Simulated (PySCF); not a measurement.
**TiSCl₂: structure of the singlet**

Where does singlet TiSCl₂ go from a trigonal pyramidal start, is the end point a minimum, and what are its modes, charges and moments?

Program: PySCF 2.14.0. Level of theory: PBE, basis Ti def2-SVP, S def2-SVP, Cl def2-SVP, no relativity, density fitting. These are calculated values, not measurements.

## Step 1: The system as given

4 atoms, charge 0, spin multiplicity 1.

Bond lengths: Ti1–S2 2.110 Å, Ti1–Cl3 2.350 Å, Ti1–Cl4 2.350 Å. Angles: S2–Ti1–Cl3 99.8°, S2–Ti1–Cl4 99.8°, Cl3–Ti1–Cl4 99.8°.

Coordinates in bohr (charge 0 multiplicity 1):
```
Ti    0.0000    0.0000    0.0000
S    -1.7603   -3.0489    1.8720
Cl    3.9210    0.0000    2.0849
Cl   -1.9606    3.3956    2.0849
```

## Step 2: The SCF at the typed geometry

One driver script runs all steps and calls PySCF; scf.py shows how it sets up the SCF of each step. The optimiser is the driver's own. After this first run the driver tries any further starts and a stability analysis.

Contents of scf.py:

```python
from pyscf import gto, scf, dft
mol = gto.M(atom='''
Ti     0.000000     0.000000     0.000000
S     -0.931500    -1.613400     0.990600
Cl     2.074900     0.000000     1.103300
Cl    -1.037500     1.796900     1.103300''',
    basis={'Ti': 'def2-SVP', 'S': 'def2-SVP', 'Cl': 'def2-SVP'},
    charge=0, spin=0)
mf = dft.RKS(mol, xc='PBE')
mf.grids.atom_grid = (50, 194)
aux = {'Ti': 'def2-universal-JKFIT', 'S': 'def2-universal-JKFIT', 'Cl': 'def2-universal-JKFIT'}
mf = mf.density_fit(auxbasis=aux)
mf.conv_tol = 1e-08
mf.diis_space = 10
mf.max_cycle = 60
mf.init_guess = 'minao'
mf.verbose = 4
mf.kernel()
```

Run with:

```bash
$ OMP_NUM_THREADS=2 python axn.py task.json out
```

What it wrote, cut to the lines that bear on the results:

```text
[... the frontier levels of the middle cycles are left out ...]
init E= -2166.90485911483
  HOMO = -0.313417831470605  LUMO = -0.188320551159732  gap/eV = 3.40407
cycle= 1 E= -2166.72081591143  delta_E= 0.184  |g|= 0.805  |ddm|= 2.81
  HOMO = -0.230915784245453  LUMO = -0.214244241615171  gap/eV = 0.45366
cycle= 2 E= -2148.90812968219  delta_E= 17.8  |g|= 7.23  |ddm|= 5.35
  HOMO = -0.204667939396245  LUMO = -0.197560244634971  gap/eV = 0.19341
cycle= 3 E= -2164.68233943976  delta_E= -15.8  |g|= 3.39  |ddm|= 4.12
cycle= 4 E= -2165.34350065682  delta_E= -0.661  |g|= 2.94  |ddm|= 1.23
cycle= 5 E= -2165.37873814933  delta_E= -0.0352  |g|= 2.87  |ddm|= 0.872
cycle= 6 E= -2166.19287286088  delta_E= -0.814  |g|= 1.92  |ddm|= 0.445
cycle= 7 E= -2166.91603745781  delta_E= -0.723  |g|= 0.165  |ddm|= 1.03
cycle= 8 E= -2166.9146486231  delta_E= 0.00139  |g|= 0.197  |ddm|= 0.312
cycle= 9 E= -2166.92516817643  delta_E= -0.0105  |g|= 0.0306  |ddm|= 0.179
cycle= 10 E= -2166.92540700576  delta_E= -0.000239  |g|= 0.00919  |ddm|= 0.0377
cycle= 11 E= -2166.92542395384  delta_E= -1.69e-05  |g|= 0.00698  |ddm|= 0.0138
cycle= 12 E= -2166.92543094881  delta_E= -6.99e-06  |g|= 0.00496  |ddm|= 0.00857
cycle= 13 E= -2166.92543735566  delta_E= -6.41e-06  |g|= 0.000441  |ddm|= 0.00316
cycle= 14 E= -2166.92543742045  delta_E= -6.48e-08  |g|= 7.22e-05  |ddm|= 0.000476
cycle= 15 E= -2166.92543742176  delta_E= -1.3e-09  |g|= 1.02e-05  |ddm|= 5.76e-05
  HOMO = -0.231805121767507  LUMO = -0.168909024201636  gap/eV = 1.71149
Extra cycle  E= -2166.92543742007  delta_E= 1.68e-09  |g|= 7.89e-05  |ddm|= 7.16e-05
converged SCF energy = -2166.92543742007
```

This step, with its further starts and checks, took 16 s on 2 threads of Arm Neoverse V2, shared host.

The starts that the driver tried:

```
                      start   energy (Eh)
    the minimal-basis guess  -2166.925437
a thermally smeared density  -2166.925437
      a smeared PBE density  -2166.925437
```

No lower closed-shell solution turned up from the other starts or in the test of internal stability.

## Step 3: Trigonal pyramidal start, singlet: relaxation

The program finds Cs symmetry in the start, which this walk keeps.

scf.py, as its differences from that of step 2:

```diff
@@ -3,4 +3,4 @@
-Ti     0.000000     0.000000     0.000000
-S     -0.931500    -1.613400     0.990600
-Cl     2.074900     0.000000     1.103300
-Cl    -1.037500     1.796900     1.103300''',
+Ti    -0.043345    -0.075080    -0.726248
+S     -0.974831    -1.688488     0.264352
+Cl     2.031559    -0.075088     0.377055
+Cl    -1.080836     1.721821     0.377050''',
@@ -16 +15,0 @@
-mf.init_guess = 'minao'
```

Steps of the walk:

```
step   energy (Eh)  change (kJ/mol)  largest symmetric gradient (Eh/bohr)
   0  -2166.925437             0.00                               0.06723
   1  -2166.941765           -42.87                               0.03209
   2  -2166.947816           -58.75                               0.00506
   3  -2166.948673           -61.01                               0.00390
   4  -2166.949621           -63.49                               0.00392
   5  -2166.949816           -64.01                               0.00245
   6  -2166.949909           -64.25                               0.00050
   7  -2166.949922           -64.28                               0.00018
   8  -2166.949923           -64.29                               0.00006
```

The walk took 14 s.

Geometry (Å) and forces (eV/Å) at some steps:

```
step 0
Ti  -0.043  -0.075  -0.726   0.092   0.141   3.457
S   -0.975  -1.688   0.264   0.496   0.858  -1.129
Cl   2.032  -0.075   0.377  -1.247   0.049  -1.170
Cl  -1.081   1.722   0.377   0.659  -1.048  -1.159
step 1
Ti  -0.036  -0.063  -0.590   0.266   0.484   1.650
S   -0.986  -1.707   0.220   0.077   0.135  -0.393
Cl   2.037  -0.074   0.331  -0.736   0.017  -0.638
Cl  -1.083   1.727   0.331   0.393  -0.636  -0.619
step 4
Ti  -0.018  -0.030  -0.321  -0.059  -0.122   0.185
S   -1.027  -1.778   0.136   0.112   0.204  -0.081
Cl   2.115  -0.093   0.239  -0.060  -0.019  -0.042
Cl  -1.138   1.785   0.239   0.007  -0.063  -0.062
step 8
Ti  -0.009  -0.016  -0.227   0.018  -0.007  -0.003
S   -1.025  -1.776   0.107  -0.009   0.003   0.005
Cl   2.150  -0.124   0.206  -0.004  -0.002   0.003
Cl  -1.183   1.800   0.206  -0.005   0.006  -0.005
```

End point (Cs, 8 steps, 64.3 kJ/mol gained): Ti–Cl 2.205 Å (×2), Ti–S 2.060 Å; Cl–Ti–Cl 121.5°, Cl–Ti–S 114.2° (×2).

## Step 4: Is it a minimum? Harmonic modes

The point is checked on the finer grid, and tightened if its gradient asks for it. The Hessian and the dipole derivatives come from central differences of analytic gradients, with steps of 0.02 bohr.

scf.py, as its differences from that of step 3:

```diff
@@ -3,4 +3,4 @@
-Ti    -0.043345    -0.075080    -0.726248
-S     -0.974831    -1.688488     0.264352
-Cl     2.031559    -0.075088     0.377055
-Cl    -1.080836     1.721821     0.377050''',
+Ti    -0.014038    -0.024316    -0.295497
+S     -1.027731    -1.780115     0.068167
+Cl     2.138647    -0.127944     0.167027
+Cl    -1.180156     1.788131     0.167022''',
@@ -10 +10 @@
-mf.grids.atom_grid = (50, 194)
+mf.grids.atom_grid = (75, 302)
@@ -13 +13 @@
-mf.conv_tol = 1e-08
+mf.conv_tol = 1e-10
```

This SCF starts from the last density.

SCF at the final geometry:

```text
init E= -2166.94985187565
  HOMO = -0.240456103906448  LUMO = -0.174398441267092  gap/eV = 1.79752
cycle= 1 E= -2166.94985187559  delta_E= 5.73e-11  |g|= 1.32e-05  |ddm|= 1.31e-05
  HOMO = -0.240457068131674  LUMO = -0.174394286754597  gap/eV = 1.79766
cycle= 2 E= -2166.94985187259  delta_E= 3e-09  |g|= 0.000106  |ddm|= 8.62e-05
  HOMO = -0.240456480432616  LUMO = -0.174398289517534  gap/eV = 1.79753
cycle= 3 E= -2166.94985187563  delta_E= -3.04e-09  |g|= 6.48e-06  |ddm|= 7.6e-05
  HOMO = -0.240456254704272  LUMO = -0.174398037227301  gap/eV = 1.79754
cycle= 4 E= -2166.94985187565  delta_E= -1.32e-11  |g|= 6.49e-07  |ddm|= 8.58e-06
  HOMO = -0.240456372493428  LUMO = -0.17439810457763  gap/eV = 1.79754
Extra cycle  E= -2166.94985187565  delta_E= -4.09e-12  |g|= 1.63e-06  |ddm|= 2.78e-06
converged SCF energy = -2166.94985187565
```

The whole step took 41 s.

Geometry: Cs; Ti–Cl 2.204 Å (×2), Ti–S 2.060 Å; Cl–Ti–Cl 120.7°, Cl–Ti–S 113.8° (×2).

Modes, for the most abundant isotopes:

```csv
symmetry,ω (cm⁻¹),IR (km/mol)
a',65,24.5
a',122,3.0
a'',141,0.0
a',386,23.2
a'',493,114
a',610,86.0
```

No imaginary mode, so this is a minimum.

Properties at this point:

```yaml
Dipole_moment: 2.44 D
Highest_occupied_level: -6.54 eV
Lowest_empty_level: -4.75 eV
Rotational_constants: 0.08197, 0.06415, 0.03694 cm⁻¹
Zero-point_energy: 10.9 kJ/mol
Principal_polarisabilities: 33.8, 74.1, 82.5 bohr³
Atomisation_energy_without_zero-point_energy: 1483 kJ/mol
Principal_traceless_quadrupole_moments_about_the_centre_of_mass: -4.82, -4.74, 9.56 D Å
Entropy_at_298.15_K_and_1_bar: 342.0 J/(mol K)
Heat_capacity_Cp_at_298.15_K: 73.4 J/(mol K)
Enthalpy_at_298.15_K_above_0_K: 17.43 kJ/mol
Rotational_symmetry_number: 1
```

Populations by atom (charges in e):

```
 atom  Mulliken  Löwdin  polar tensor  Mayer order to Ti1
  Ti1      0.57   -0.18          1.51                   –
   S2     -0.19    0.10         -0.49                2.44
Cl3,4     -0.19    0.04         -0.51                1.31
```

Mulliken populations on Ti1: s 6.26, p 12.60, d 2.53, f 0.03.

## Step 5: Would spin polarisation lower it?

At the lowest minimum the closed shell is tested against spin polarisation, on the (50, 194) grid. It is stable.

## Step 6: Summary of results

```
                                 quantity                                                                   value
                                  minimum                                                             singlet, Cs
                                 geometry  Ti–Cl 2.204 Å (×2), Ti–S 2.060 Å; Cl–Ti–Cl 120.7°, Cl–Ti–S 113.8° (×2)
                       wavenumbers (cm⁻¹)             65 (a'), 122 (a'), 141 (a''), 386 (a'), 493 (a''), 610 (a')
                            dipole moment                                                                  2.44 D
     highest occupied, lowest empty level                                                         -6.54, -4.75 eV
               polar-tensor charge of Ti1                                                                 +1.51 e
                        zero-point energy                                                             10.9 kJ/mol
                      entropy at 298.15 K                                                         342.0 J/(mol K)
atomisation energy (no zero-point energy)                                                             1483 kJ/mol
```

In words: The molecule stays Cs, as typed, and the end point is a minimum. The strongest infrared band lies at 493 cm⁻¹ (a'', stretch). Other starts or spin states, not run here, may lie lower.

The search up to here took 72 s on 2 threads of Arm Neoverse V2, shared host.
